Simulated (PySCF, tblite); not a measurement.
# C5H9F3O2Si: geometry, infrared bands and NMR shifts

Wanted: the infrared bands and NMR shifts of C5H9F3O2Si (`FC(F)(F)O[C@H]1COCC[SiH2]1`), by calculation.

Programs: tblite 0.8.0 and PySCF 2.14.0, with density-fitted response routines of our own. Each step states its level of theory. These are calculated values for one molecule in the gas phase, unless marked as measured. Atoms count from 0, in the outputs and in this text.

## 1. The starting structure

20 atoms, charge 0, multiplicity 1; geometry from: force field or distance geometry start.

Bonds of the start (Å): F0–C1 1.34, C1–F2 1.34, C1–F3 1.35, C1–O4 1.42, O4–C5 1.44, C5–C6 1.54, C6–O7 1.42, O7–C8 1.43, C8–C9 1.53, C9–Si10 1.88, Si10–C5 1.93, C5–H11 1.09, C6–H12 1.11, C6–H13 1.10, C8–H14 1.09, C8–H15 1.10, C9–H16 1.10, C9–H17 1.09, Si10–H18 1.49, Si10–H19 1.49.

## 2. Optimising the geometry with GFN2-xTB

Job settings and geometry (Å):

```
{"job": {"kind": "relax", "xc": "GFN2-xTB", "basis": "xTB"}, "charge": 0, "multiplicity": 1}
F      2.597100     1.887900    -0.314500
C      2.946300     0.623600    -0.574500
F      2.961600     0.404300    -1.891500
F      4.193400     0.424300    -0.097200
O      2.061900    -0.286300     0.073200
C      0.693100    -0.069400    -0.329700
C      0.013200    -1.448300    -0.406300
O     -1.335200    -1.366600    -0.859500
C     -2.247900    -0.895000     0.132800
C     -2.107100     0.612700     0.341300
Si    -0.350000     1.060900     0.834900
H      0.639400     0.382100    -1.323700
H      0.056500    -1.988900     0.563400
H      0.564400    -2.073800    -1.123800
H     -2.124800    -1.446700     1.065900
H     -3.267200    -1.101200    -0.219500
H     -2.319200     1.131200    -0.603100
H     -2.817800     0.963600     1.086900
H     -0.110700     0.692100     2.261800
H     -0.052300     2.504300     0.620600
```

Launch:

```
OMP_NUM_THREADS=1 python probes_run.py task.json out
```

One launch serves the whole session: the jobs run in the order shown.

**Question.** This job is followed by: GFN2-xTB harmonic vibrations, gas phase; GIAO PBE0/pcSseg-1 NMR shielding, non-relativistic, gas phase. What will the session give for the following? strongest single infrared mode (GFN2-xTB); zero-point energy (GFN2-xTB); 13C shifts against TMS (PBE0/pcSseg-1); 1H shifts against TMS (PBE0/pcSseg-1); 19F shifts against CFCl3 (PBE0/pcSseg-1, means over atoms taken as alike); 17O shifts against H2O (PBE0/pcSseg-1); 29Si shifts against TMS (PBE0/pcSseg-1).

The runs gave:

| quantity | value |
| --- | --- |
| strongest single infrared mode (GFN2-xTB) | 1251 cm⁻¹, 388 km/mol |
| zero-point energy (GFN2-xTB) | 86.6 kcal/mol |
| 13C shifts against TMS (PBE0/pcSseg-1) | 130.8, 73.9, 71.7, 68.0, 12.9 ppm |
| 1H shifts against TMS (PBE0/pcSseg-1) | 4.69, 4.55, 4.52, 4.31, 4.21, 3.49, 3.43, 1.23, 0.72 ppm |
| 19F shifts against CFCl3 (PBE0/pcSseg-1, means over atoms taken as alike) | -74.2 ppm |
| 17O shifts against H2O (PBE0/pcSseg-1) | 110.3, 48.1 ppm |
| 29Si shifts against TMS (PBE0/pcSseg-1) | -45.2 ppm |

In words: Over 86 steps the energy fell by 0.380 eV; of the close pairs, C1–O4 changed most, 1.425 to 1.304 Å. No mode is imaginary among the 54: a minimum at this level. The strongest single mode, at 1251 cm⁻¹, has its largest shares on C1, O4, H12 and H11 (the list is cut at 4 atoms). Unscaled tight-binding wavenumbers are off by several per cent, some by more. Its intensities can rank the bands wrongly. At PBE0/pcSseg-1: The widest tensor belongs to F0, F2, F3: span 198 ppm, with a paramagnetic part of -226 ppm.
